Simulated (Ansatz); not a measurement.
**B2H4S2: rigid scan of one bond length**

How does the energy of B2H4S2 change as one bond is stretched? Wanted for B2H4S2: a rigid scan of one bond length. SMILES: BSBS.

Program: Ansatz 0.2.0 through its Python package. Level of theory: B3LYP+D3(BJ)/cc-pVDZ. These are calculated values, not measurements.

## 1. The structure

Bond lengths: B1–S2 1.821 Å, S2–B3 1.889 Å, B3–S4 1.812 Å, B1–H5 1.210 Å, B1–H6 1.231 Å, B3–H7 1.195 Å, S4–H8 1.378 Å. Angles: B1–S2–B3 90.7°, S2–B1–H5 123.5°, S2–B1–H6 121.5°, H5–B1–H6 114.9°, S2–B3–S4 120.2°, S2–B3–H7 118.2°, S4–B3–H7 121.1°, B3–S4–H8 95.4°.

No structure file is read: the coordinates are typed or built in the script.

## 2. The script

Contents of b2h4s2.py:

```python
"""Potential curve of B2H4S2 along one bond."""

import ansatz as az
import numpy as np

BASIS_SET = "cc-pVDZ"
FUNCTIONAL = "B3LYP"
VDW = "d3bj"

geometry_ang = [
    ("B", (-0.3401, 1.6099, -0.5532)),
    ("S", (0.944, 0.8965, 0.5231)),
    ("B", (0.4683, -0.8477, -0.0238)),
    ("S", (-0.6888, -1.829, 0.9675)),
    ("H", (-0.1392, 1.9505, -1.6972)),
    ("H", (-1.4757, 1.8389, -0.1359)),
    ("H", (1.0535, -1.3296, -0.9473)),
    ("H", (0.2701, -2.3467, 1.8109)),
]
molecule = az.Crystal.molecule()
for symbol, xyz in geometry_ang:
    molecule = molecule.atom(symbol, xyz)

symbols = [site.symbol for site in molecule.cartesian_sites]
start = np.array([site.position_ang for site in molecule.cartesian_sites])
axis = (start[3] - start[2]) / np.linalg.norm(start[3] - start[2])
moving = [3, 7]
lengths, energies = [1.595, 1.667, 1.74, 1.812, 1.885, 1.957, 2.03, 2.139], []
for length in lengths:
    xyz = start.copy()
    xyz[moving] += (length - np.linalg.norm(start[3] - start[2])) * axis
    point = az.Crystal.molecule()
    for symbol, place in zip(symbols, xyz):
        point = point.atom(symbol, place.tolist())
    job = point.calculation().basis(gaussian=BASIS_SET).functional(FUNCTIONAL, dispersion=VDW)
    r = job.run(threads=1, backend="cpu").report
    energies.append(r["free_energy_ev"])
    print(f"r = {length:6.3f} A  E = {energies[-1]:.5f} eV  <S^2> = {abs(r['mean_field']['state']['spin_squared']):.3f}")

# quartic fit about the minimum
fit = np.polynomial.Polynomial.fit(lengths, np.array(energies) - min(energies), 4).convert()
roots = [r.real for r in fit.deriv().roots() if abs(r.imag) < 1e-9 and fit.deriv(2)(r.real) > 0]
r_e = min(roots, key=lambda r: abs(r - lengths[int(np.argmin(energies))]))
print(f"minimum of the fit at {r_e:.4f} A, force constant {fit.deriv(2)(r_e):.2f} eV/A^2")
```

## 3. The calls as engine input

The package turns the script's settings into the engine's input (first run):

```yaml
crystal:
  periodic: [false, false, false]
  atoms:
    - { symbol: B, position_ang: [-0.3401, 1.6099, -0.5532] }
    - { symbol: S, position_ang: [0.944, 0.8965, 0.5231] }
    - { symbol: B, position_ang: [0.4683, -0.8477, -0.0238] }
    - { symbol: S, position_ang: [-0.5500488213789092, -1.7113295034302338, 0.8486303747583723] }
    - { symbol: H, position_ang: [-0.1392, 1.9505, -1.6972] }
    - { symbol: H, position_ang: [-1.4757, 1.8389, -0.1359] }
    - { symbol: H, position_ang: [1.0535, -1.3296, -0.9473] }
    - { symbol: H, position_ang: [0.4088511786210908, -2.2290295034302336, 1.6920303747583723] }
basis:
  gaussian:
    orbitals: cc-pVDZ
hamiltonian:
  xc: b3lyp
  dispersion: d3bj
```

## 4. Launch

Run with:

```console
> python b2h4s2.py
```

**Question.** What results will this script give? Wanted: range of energy; lowest point, distance.

**Answer**, as computed:

| quantity | value |
| --- | --- |
| bond length at the fit's minimum | 1.8592 Å |
| runs compared | 8 |
| range of energy | 0.973 eV |
| lowest point, distance (Å) | 1.89 |

In words: The curve has its lowest point inside the range, at 1.89. The ends stand 0.973 and 0.452 eV above it. The distance scanned is the script's pair 2, 3. The rest of the molecule is held rigid at a force-field or estimated start geometry, and the basis set is modest; single-reference methods fail as a bond breaks. b3lyp holds the VWN-RPA fit, as in Gaussian; the form of ORCA and Turbomole is b3lyp5. The orbitals are restricted, so S² is zero by construction.
